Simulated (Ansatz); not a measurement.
# CH4BFSSe: the cost of one run

Method: RKS B3LYP/def2-mTZVP, in Ansatz 0.2.0.

**1. Starting point**

Bond lengths: F1–C2 1.434 Å, C2–Se3 1.968 Å, Se3–B4 1.965 Å, B4–S5 1.925 Å, C2–H6 1.117 Å, C2–H7 1.100 Å, B4–H8 1.168 Å, S5–H9 1.450 Å. Angles: F1–C2–Se3 110.1°, F1–C2–H6 107.9°, F1–C2–H7 110.7°, Se3–C2–H6 109.8°, Se3–C2–H7 111.0°, H6–C2–H7 107.3°, C2–Se3–B4 90.3°, Se3–B4–S5 118.4°, Se3–B4–H8 123.0°, S5–B4–H8 118.4°, B4–S5–H9 90.8°.

Structure file:

```xyz
9

F     1.9984   -0.1823    0.5090
C     1.2766    0.3564   -0.6064
Se    0.0396   -0.9941   -1.3268
B    -0.9957   -0.9536    0.3434
S    -2.5112    0.2283    0.4545
H     2.0189    0.6445   -1.3892
H     0.7377    1.2702   -0.3155
H    -0.7831   -1.6692    1.2414
H    -1.6928    1.2535    1.0725
```

**2. End point A**

Contents of input.yaml:

```yaml
crystal:
  periodic: [false, false, false]
  atoms:
    - { symbol: F, position_ang: [1.9984, -0.1823, 0.509] }
    - { symbol: C, position_ang: [1.2766, 0.3564, -0.6064] }
    - { symbol: Se, position_ang: [0.0396, -0.9941, -1.3268] }
    - { symbol: B, position_ang: [-0.9957, -0.9536, 0.3434] }
    - { symbol: S, position_ang: [-2.5112, 0.2283, 0.4545] }
    - { symbol: H, position_ang: [2.0189, 0.6445, -1.3892] }
    - { symbol: H, position_ang: [0.7377, 1.2702, -0.3155] }
    - { symbol: H, position_ang: [-0.7831, -1.6692, 1.2414] }
    - { symbol: H, position_ang: [-1.6928, 1.2535, 1.0725] }
basis:
  gaussian: { orbitals: def2-mTZVP }
hamiltonian:
  xc: b3lyp
relax:
  f_tol: 0.015
  max_steps: 40
output:
  orbitals: {}
```

Started as:

```console
ansatz run input.yaml --threads 2 --pin off --max-ram 3072MiB --backend cpu --events-out ev --progress --plain --runs-dir out
```

Q: Estimate wall time and peak memory on 2 threads of Arm Neoverse V2, shared host.

About 99 s, with a peak of 0.32 GiB.
